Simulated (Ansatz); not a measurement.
# GeO (singlet): the correlation ladder, aug-cc-pVTZ

One table from this session's results is given with a row withheld; the runs are named, their logs left out.

Computed with Ansatz 0.2.0, Gaussian basis. Level: aug-cc-pVTZ, core rule «outside noble gas», up to 15 orbitals frozen.

The runs, in order: UHF; CCSD(T) on RHF; BCCD(T) on RHF; CCSDT(Q) on RHF; CASSCF and MRCISD+Q, 10 electrons in 8 orbitals; CASSCF and NEVPT2, 10 electrons in 8 orbitals.

2 further runs of the same task are left out: 2 set aside as unsound or not needed.

### The geometry

The geometry is a PBE0/def2-TZVPD stationary point (not a proven minimum) of the parent state, kept for this charge and spin. No spin-orbit coupling is included. The filled d shell of Ge may be among the frozen orbitals whatever the setting's name suggests; the logs give the count.

2 atoms, charge 0, spin multiplicity 1.

Atoms are counted from 1 here; the program's logs count them from 0.

Bond lengths: Ge1–O2 1.686 Å.

Set-up of the first run:

in.yaml reads:

```yaml
crystal:
  periodic: [false, false, false]
  atoms:
    - {symbol: Ge, position_ang: [0.000000, 0.000000, 0.000000]}
    - {symbol: O, position_ang: [0.000000, 0.000000, 1.685800]}
basis:
  gaussian: {orbitals: aug-cc-pVTZ}
magnetization: {spin_polarized: true, initial_magnetization: 0}
hamiltonian: {xc: hf}
output: {orbitals: {seedname: orbitals}}
```

Launch:

```sh
$ ansatz run in.yaml --threads 1 --pin off --events-out ev --progress --plain --max-ram 2816MiB --backend cpu
```

Among the steps run: UHF; CCSD(T) on RHF; BCCD(T) on RHF; CCSDT(Q) on RHF; CASSCF and MRCISD+Q, 10 electrons in 8 orbitals; CASSCF and NEVPT2, 10 electrons in 8 orbitals.

One table of the session follows, with a row left open; its other results are not shown here.

It belongs to the step «Misses and costs». 

```
          method  from RCCSDT(Q) (kJ/mol)
             RHF                   +980.7
            RMP2                    +36.9
           RCCSD                        ?
        RCCSD(T)                     +6.4
         BCCD(T)                     +5.6
          RCCSDT                     +6.8
       RCCSDT(Q)                        0
  CASSCF valence                   +618.3
  NEVPT2 valence                   +127.5
  MRCISD valence                    +51.3
MRCISD+Q valence                    +13.2
```

Estimate the missing values for RCCSD.

As computed: from RCCSDT(Q) (kJ/mol): +65.0. In the column «from RCCSDT(Q) (kJ/mol)» it lies between MRCISD valence (+51.3) and NEVPT2 valence (+127.5).
